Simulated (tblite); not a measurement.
# C2H10SSi3: the cost of one run

Computed with tblite 0.8.0 and PySCF 2.14.0, with density-fitted response routines of our own, on a single molecule in the gas phase. Atoms are numbered from 0 throughout.

### Step 1. The molecule as given

16 atoms, charge 0, multiplicity 1; geometry from: force field or distance geometry start.

Bonds of the start (Å): Si0–S1 2.15, S1–Si2 2.10, Si2–C3 1.88, C3–Si4 1.89, Si4–C5 1.88, C5–Si2 1.88, Si0–H6 1.48, Si0–H7 1.47, Si0–H8 1.48, Si2–H9 1.49, C3–H10 1.09, C3–H11 1.11, Si4–H12 1.46, Si4–H13 1.44, C5–H14 1.08, C5–H15 1.11.

### Step 2. Geometry optimisation with GFN2-xTB

The job: settings as JSON, then the geometry in Å.

```
{"job": {"kind": "relax", "xc": "GFN2-xTB", "basis": "xTB"}, "charge": 0, "multiplicity": 1}
Si     3.040100    -0.230100     0.348900
S      1.788200     0.817300    -1.044900
Si    -0.265500     0.432900    -0.812500
C     -1.120000     1.295100     0.626300
Si    -2.298500    -0.174600     0.535000
C     -0.745700    -1.137700     0.101300
H      3.805200     0.774000     1.117800
H      2.217700    -1.069600     1.229200
H      4.028700    -1.042800    -0.386400
H     -1.113900     0.665200    -2.012200
H     -1.535900     2.255000     0.335400
H     -0.543000     1.239600     1.568000
H     -3.153100     0.003800    -0.634000
H     -2.935300    -0.516100     1.776300
H     -0.998700    -1.982400    -0.528300
H     -0.178100    -1.320700     1.036200
```

Run with:

```console
$ OMP_NUM_THREADS=1 python probes_run.py task.json out
```

This one command runs all jobs of the session in turn.

Q: Estimate the wall time and peak memory of this first job on 1 thread of Intel Xeon at 2.50GHz, shared host.

About 6.4 s, with a peak of 0.18 GiB.
